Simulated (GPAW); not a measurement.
The system is TeRu.

```xyz
2
Lattice="3.7951 0.0000 0.0000 -1.8975 3.2866 0.0000 0.0000 0.0000 3.7038" Properties=species:S:1:pos:R:3 pbc="T T T"
Ru    0.0000    0.0000    0.0000
Te    1.8975    1.0955    1.8519
```

The cell comes from a database or a generator and needn't be the stable form of this composition.

Program: GPAW 26.7.0. Alike in all runs: task single point; cell as given; k mesh 6 × 6 × 5; cutoff (eV) 600; smearing gaussian 0.05 eV.

Task: Order these runs on this cell by their pressure, lowest first.
A. level PBEsol+U; potentials or basis PAW data sets generated in the run's folder for this functional, pw; spin collinear, ferromagnetic start; U Ru d U = 4 eV
B. level PBEsol+U; potentials or basis PAW data sets generated in the run's folder for this functional, pw; spin collinear, zero start; U Ru d U = 2 eV
C. level LDA+U; potentials or basis the program's PAW data sets (release 1.2.1) made for this functional, pw; spin off; U Ru d U = 2 eV

Result: C (-20.8 GPa), B (-18.6 GPa), A (0.8 GPa).

Caveats: the U is typed as a test and isn't derived for this compound; U without spin polarisation on a metal has little footing (some runs).

Not every run made on this cell is shown here.
